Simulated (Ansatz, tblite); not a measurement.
# The cluster Al3P4−: removing an electron

Aim: the energy of removing an electron for the cluster Al3P4−, by energy differences, and how well orbital energies stand in for it.

Computed with Ansatz 0.2.0, Gaussian basis. Level: as each input shows.

The runs, in order: charge 0 doublet, at the geometry of the singlet (PBE0-D4/def2-TZVPD, PBE-D4/def2-TZVPD, r2SCAN-D4/def2-TZVPD, CCSD(T)/def2-SVPD); the starting singlet's energies come from earlier runs.

2 further runs of the same task are left out: 2 set aside as unsound or not needed.

## (1) The structure

The geometry is that of the singlet, from an earlier relaxation (r2SCAN-D4/def2-SVPD). At that level it is the lowest of the isomers that a small search found.

7 atoms, charge -1, spin multiplicity 1.

Atoms are counted from 1 here; the program's logs count them from 0.

Bond lengths: Al1–P5 2.260 Å, Al1–P6 2.343 Å, Al1–P7 2.345 Å, Al2–P4 2.260 Å, Al2–P6 2.342 Å, Al2–P7 2.344 Å, Al3–P4 2.293 Å, Al3–P5 2.293 Å. Angles: P5–Al1–P6 114.9°, P5–Al1–P7 154.1°, P6–Al1–P7 63.4°, P4–Al2–P6 114.9°, P4–Al2–P7 154.2°, P6–Al2–P7 63.4°, P4–Al3–P5 145.1°, Al2–P4–Al3 70.5°, Al1–P5–Al3 70.5°, Al1–P6–Al2 80.1°, Al1–P7–Al2 80.0°.

The ion is computed in the gas phase, without counter-ions or solvent.

## (2) Charge 0 doublet at the fixed geometry, PBE0-D4/def2-TZVPD

in.yaml

```yaml
crystal:
  periodic: [false, false, false]
  atoms:
    - {symbol: Al, position_ang: [-1.182309, -0.405797, -1.058150]}
    - {symbol: Al, position_ang: [0.493491, 1.413263, 0.662363]}
    - {symbol: Al, position_ang: [0.968099, -1.138321, 0.259962]}
    - {symbol: P, position_ang: [2.502393, 0.419607, 0.950823]}
    - {symbol: P, position_ang: [0.071319, -2.220777, -1.551160]}
    - {symbol: P, position_ang: [-1.351732, 0.085531, 1.226074]}
    - {symbol: P, position_ang: [-1.501261, 1.846494, -0.489911]}
basis:
  gaussian: {orbitals: def2-TZVPD}
magnetization: {spin_polarized: true, initial_magnetization: 1}
hamiltonian: {xc: pbe0, dispersion: d4}
scf: {omitted_lower_state_checks: [starts]}
output: {orbitals: {seedname: orbitals}}
```

The run is started by

```bash
ansatz run in.yaml --threads 4 --pin off --events-out ev --progress --plain --max-ram 4787MiB
```

The program printed:

```text
Functional definition: PBE0
  name "PBE0"
  cite "Adamo & Barone, J. Chem. Phys. 110, 6158 (1999) doi:10.1063/1.478522"
  cite "Perdew, Burke & Ernzerhof, Phys. Rev. Lett. 77, 3865 (1996) doi:10.1103/PhysRevLett.77.3865"
  parent pbe
  parameter a = 0.25
  parameter kappa = 0.804
  parameter beta = 0.06672455060314922
  exchange = (1 - a)*pbe_x(kappa = kappa, mu = beta*pi^2/3) + a*exact_x
  correlation = pbe_c(beta = beta)
these checks for a lower state are left out or cut short: starts
2050 factors; their error is unknown
the host lacks memory for fits, so the integrals are decomposed
1851 factors; integrals over basis functions are off by at most 7.6e-4 eV
mean field evaluation 1: about -56922.0402 eV, gradient 2.3e1 eV
mean field evaluation 2: about -56920.7768 eV, gradient 2.7e1 eV
mean field evaluation 4: about -56925.6473 eV, gradient 3.2e0 eV
mean field evaluation 8: about -56926.0362 eV, gradient 6.9e-1 eV
mean field evaluation 16: about -56926.0445 eV, gradient 1.7e-2 eV
mean field evaluation 32: about -56926.0445 eV, gradient 4.4e-5 eV
mean field -56926.04453943 eV, -2091.9935509651 hartree, gradient 2.0e-5 eV, S^2 0.868357; 0 other end points of the search recorded, 0 dependent functions left out
reference -56926.04457746 eV, -2091.9935523627 hartree; 50, 49 occupied and 251, 252 virtual orbitals, 1851 factors
Total energy: -56926.51599352 eV, -2092.0108765833 hartree
Checks for a lower state left out: starts
```

Wall time 46 s (4 threads of Arm Neoverse N1, shared host); peak memory 1.6 GiB.

HOMO -5.97 eV, LUMO -4.25 eV (over both spins); ⟨S²⟩ 0.868 (pure: 0.75).

## (3) Charge 0 doublet at the fixed geometry, PBE-D4/def2-TZVPD

start.molden holds the orbitals of an earlier run on this state, given as this run's starting guess.

in.yaml: that of step 2 with these lines changed.

```diff
@@ -11,5 +11,5 @@
 basis:
-  gaussian: {orbitals: def2-TZVPD}
+  gaussian: {orbitals: def2-TZVPD, initial_orbitals: start.molden}
 magnetization: {spin_polarized: true, initial_magnetization: 1}
-hamiltonian: {xc: pbe0, dispersion: d4}
+hamiltonian: {xc: pbe, dispersion: d4}
 scf: {omitted_lower_state_checks: [starts]}
```

Launched as before.

The program printed:

```text
Functional definition: PBE
  name "PBE"
  cite "Perdew, Burke & Ernzerhof, Phys. Rev. Lett. 77, 3865 (1996) doi:10.1103/PhysRevLett.77.3865"
  parent pbe
  parameter kappa = 0.804
  parameter beta = 0.06672455060314922
  exchange = pbe_x(kappa = kappa, mu = beta*pi^2/3)
  correlation = pbe_c(beta = beta)
these checks for a lower state are left out or cut short: starts
1892 factors; their error is unknown
mean field evaluation 1: about -56921.5265 eV, gradient 1.2e1 eV
mean field evaluation 2: about -56921.7306 eV, gradient 3.7e-1 eV
mean field evaluation 4: about -56921.7115 eV, gradient 9.1e-2 eV
mean field evaluation 8: about -56921.7116 eV, gradient 1.9e-5 eV
mean field -56921.71157299 eV, -2091.8343173854 hartree, gradient 1.9e-5 eV, S^2 0.788258; 0 other end points of the search recorded, 0 dependent functions left out
reference -56921.71162207 eV, -2091.8343191893 hartree; 50, 49 occupied and 251, 252 virtual orbitals, 1892 factors
Total energy: -56922.25125918 eV, -2091.8541504874 hartree
Checks for a lower state left out: starts
```

Wall time 23 s (4 threads of Arm Neoverse N1, shared host); peak memory 0.81 GiB.

HOMO -5.33 eV, LUMO -4.85 eV (over both spins); ⟨S²⟩ 0.788 (pure: 0.75).

## (4) Charge 0 doublet at the fixed geometry, r2SCAN-D4/def2-TZVPD

in.yaml: that of step 3 with these lines changed.

```diff
@@ -13,3 +13,3 @@
 magnetization: {spin_polarized: true, initial_magnetization: 1}
-hamiltonian: {xc: pbe, dispersion: d4}
+hamiltonian: {xc: r2scan, dispersion: d4}
 scf: {omitted_lower_state_checks: [starts]}
```

Launched as before.

The program printed:

```text
Functional definition: r2SCAN
  name "r2SCAN"
  cite "Furness, Kaplan, Ning, Perdew & Sun, J. Phys. Chem. Lett. 11, 8208 (2020) doi:10.1021/acs.jpclett.0c02405"
  cite "Furness, Kaplan, Ning, Perdew & Sun, J. Phys. Chem. Lett. 11, 9248 (2020) doi:10.1021/acs.jpclett.0c03077"
  parent r2scan
  parameter k0 = 0.174
  parameter k1 = 0.065
  parameter a1 = 4.9479
  exchange = r2scan_x(k0 = k0, k1 = k1, a1 = a1)
  correlation = r2scan_c
these checks for a lower state are left out or cut short: starts
1892 factors; their error is unknown
mean field evaluation 1: about -56944.4617 eV, gradient 8.1e0 eV
mean field evaluation 2: about -56944.5357 eV, gradient 1.7e-1 eV
mean field evaluation 4: about -56944.5043 eV, gradient 1.1e-2 eV
mean field evaluation 8: about -56944.5043 eV, gradient 1.9e-5 eV
mean field -56944.50425255 eV, -2092.6719329098 hartree, gradient 1.9e-5 eV, S^2 0.890789; 0 other end points of the search recorded, 0 dependent functions left out
reference -56944.50427579 eV, -2092.6719337640 hartree; 50, 49 occupied and 251, 252 virtual orbitals, 1892 factors
Total energy: -56944.61990439 eV, -2092.6761830368 hartree
Checks for a lower state left out: starts
```

Wall time 58 s (4 threads of Arm Neoverse N1, shared host); peak memory 0.92 GiB.

From the report: HOMO -5.44 eV, LUMO -4.75 eV (over both spins); ⟨S²⟩ 0.891 (pure: 0.75).

## (5) Charge 0 doublet at the fixed geometry, CCSD(T)/def2-SVPD

in.yaml: that of step 4 with these lines changed.

```diff
@@ -11,6 +11,6 @@
 basis:
-  gaussian: {orbitals: def2-TZVPD, initial_orbitals: start.molden}
+  gaussian: {orbitals: def2-SVPD, initial_orbitals: start.molden}
 magnetization: {spin_polarized: true, initial_magnetization: 1}
-hamiltonian: {xc: r2scan, dispersion: d4}
-scf: {omitted_lower_state_checks: [starts]}
+correlation: {method: ccsd_t}
+scf: {omitted_lower_state_checks: [starts, cluster_reference]}
 output: {orbitals: {seedname: orbitals}}
```

Same command.

The program printed, cut to the lines that bear on the results:

```text
Functional definition: HF
  name "HF"
  cite "Fock, Z. Phys. 61, 126 (1930) doi:10.1007/BF01340294"
  parent pbe
[...]
1496 factors; integrals over basis functions are off by at most 5.7e-4 eV
[...]
mean field -56820.02317239 eV, -2088.0973375902 hartree, gradient 8.9e-6 eV, S^2 1.302422; 0 other end points of the search recorded, 0 dependent functions left out
35 core orbitals not correlated: weight in the atoms' cores, before any rotation towards them, 1.000 or more for the frozen orbitals, at most 0.000 for the correlated occupied ones
reference -56820.02317239 eV, -2088.0973375902 hartree; 15, 14 occupied and 118, 119 virtual orbitals, 1496 factors
second order -17.39287406 eV of doubles, -0.00000000 eV of singles
cycle   1  -17.69995413 eV  change   -3.1e-1 eV  update   1.9e-1
[...]
cycle  16  -18.78165411 eV  change    1.0e-6 eV  update   2.1e-5
perturbative correction -1.41910805 eV, -0.0521512589 hartree
Total energy: -56840.22393454 eV, -2088.8397019069 hartree
Checks for a lower state left out: starts, cluster_reference
```

Run time: 2.3 min. Hardware: 4 threads of Arm Neoverse N1, shared host; peak memory 2.6 GiB.

Report: Hartree-Fock HOMO -6.99 eV, LUMO -0.85 eV (over both spins); ⟨S²⟩ 1.302 (pure: 0.75); T1 0.050. Doubts: large T1 diagnostic, spin contamination.

## (6) Vertical ionisation energy

Charged state less starting state, singlet to doublet; the starting state's energies are those of its earlier runs.

```
               level  vertical ionisation energy (eV)     time
       HF/def2-SVPD†                            +1.96         
   PBE-D4/def2-TZVPD                            +2.83     32 s
r2SCAN-D4/def2-TZVPD                            +2.86     82 s
  PBE0-D4/def2-TZVPD                            +2.93     82 s
      MP2/def2-SVPD†                            +3.32         
     CCSD/def2-SVPD†                            +2.81         
  CCSD(T)/def2-SVPD†                            +2.87  2.9 min
```

Times add the two runs; a level without a time comes out of a correlated run. † marks a level with a doubtful state (flagged, unstable, out of aufbau order, or strongly spin-contaminated); such levels are left out of the summary. CCSD(T)/def2-SVPD is no safe reference here (large T1 diagnostic, spin contamination).

Beside −ε(HOMO) of the starting state:

```
               level  −ε(HOMO) (eV)  by difference (eV)  mismatch (eV)
   PBE-D4/def2-TZVPD           0.80                2.83          -2.03
r2SCAN-D4/def2-TZVPD           0.95                2.86          -1.91
  PBE0-D4/def2-TZVPD           1.59                2.93          -1.34
```

## (7) Results

| quantity | value |
| --- | --- |
| vertical ionisation energy, functionals in def2-TZVPD | 2.83 (PBE-D4) to 2.93 eV (PBE0-D4) |

What this shows: The vertical ionisation energy spans 2.83 to 2.93 eV over the functionals. −ε(HOMO) misses the level's own difference by -1.34 eV at best (PBE0-D4) and -2.03 eV at worst (PBE-D4).
